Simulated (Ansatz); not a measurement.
**GaAsH₂+ (quartet): from Hartree-Fock to the top rungs, cc-pVTZ**

Aim: climb from Hartree-Fock through coupled cluster for GaAsH₂+ (quartet) at one geometry and basis, and see what each rung misses.

The runs use Ansatz 0.2.0, Gaussian basis; cc-pVTZ, core rule «outside noble gas», up to 28 orbitals frozen.

To be run: UHF; CCSD(T) on ROHF; CCSD(T) on UHF; BCCD(T) on ROHF; CCSDT(Q) on ROHF; CCSDT(Q) on UHF.

14 further runs of the same task are left out: 8 for a known fault of the program, 6 set aside as unsound or not needed.

### Step 1. The system

The geometry is a PBE0/def2-TZVP stationary point (not a proven minimum) of the parent state, kept for this charge and spin. No spin-orbit coupling is included. The filled d shell of Ga, As may be among the frozen orbitals whatever the setting's name suggests; the logs give the count.

4 atoms, charge 1, spin multiplicity 4.

Atoms are counted from 1 here; the program's logs count them from 0.

Bond lengths: Ga1–As2 2.421 Å, Ga1–H3 1.572 Å, Ga1–H4 1.572 Å. Angles: As2–Ga1–H3 119.9°, As2–Ga1–H4 119.9°, H3–Ga1–H4 120.3°.

### Step 2. UHF

The input, in.yaml:

```yaml
crystal:
  periodic: [false, false, false]
  atoms:
    - {symbol: Ga, position_ang: [0.000000, 0.000000, 1.226035]}
    - {symbol: As, position_ang: [0.000000, 0.000000, -1.195022]}
    - {symbol: H, position_ang: [0.000000, 1.363635, 2.009104]}
    - {symbol: H, position_ang: [0.000000, -1.363635, 2.009104]}
basis:
  gaussian: {orbitals: cc-pVTZ}
total_charge: 1
magnetization: {spin_polarized: true, initial_magnetization: 3}
hamiltonian: {xc: hf}
output: {orbitals: {seedname: orbitals}}
```

Run with:

```sh
$ ansatz run in.yaml --threads 1 --pin off --events-out ev --progress --plain --max-ram 4096MiB --backend cpu
```

The runs that follow: CCSD(T) on ROHF; CCSD(T) on UHF; BCCD(T) on ROHF; CCSDT(Q) on ROHF; CCSDT(Q) on UHF.

**Question.** What will the summary of the whole plan be? Wanted: UCCSDT(Q) from the RHF energy; RMP2 from UCCSDT(Q); UMP2 from UCCSDT(Q); RCCSD from UCCSDT(Q); RCCSD(T) from UCCSDT(Q); UCCSD(T) from UCCSDT(Q); RCCSDT(Q) from UCCSDT(Q); T1 diagnostic.

**Answer**, as computed:

| quantity | value |
| --- | --- |
| UCCSDT(Q) from the ROHF energy | -4.8636 eV |
| RMP2 from UCCSDT(Q) | +99.5 kJ/mol |
| UMP2 from UCCSDT(Q) | +97.5 kJ/mol |
| RCCSD from UCCSDT(Q) | +19.5 kJ/mol |
| RCCSD(T) from UCCSDT(Q) | +5.4 kJ/mol |
| UCCSD(T) from UCCSDT(Q) | +3.5 kJ/mol |
| RCCSDT(Q) from UCCSDT(Q) | +1.9 kJ/mol |
| levels within 1 kcal/mol (43 meV) | UCCSD(T), RCCSDT, UCCSDT, RCCSDT(Q) |
| T1 diagnostic | 0.022 |

RCCSD(T) misses by +5.4 kJ/mol, 1.1 % of the correlation energy. These misses are within one basis, not against nature; the frozen cores of restricted and unrestricted runs differ, which can shift their rows.
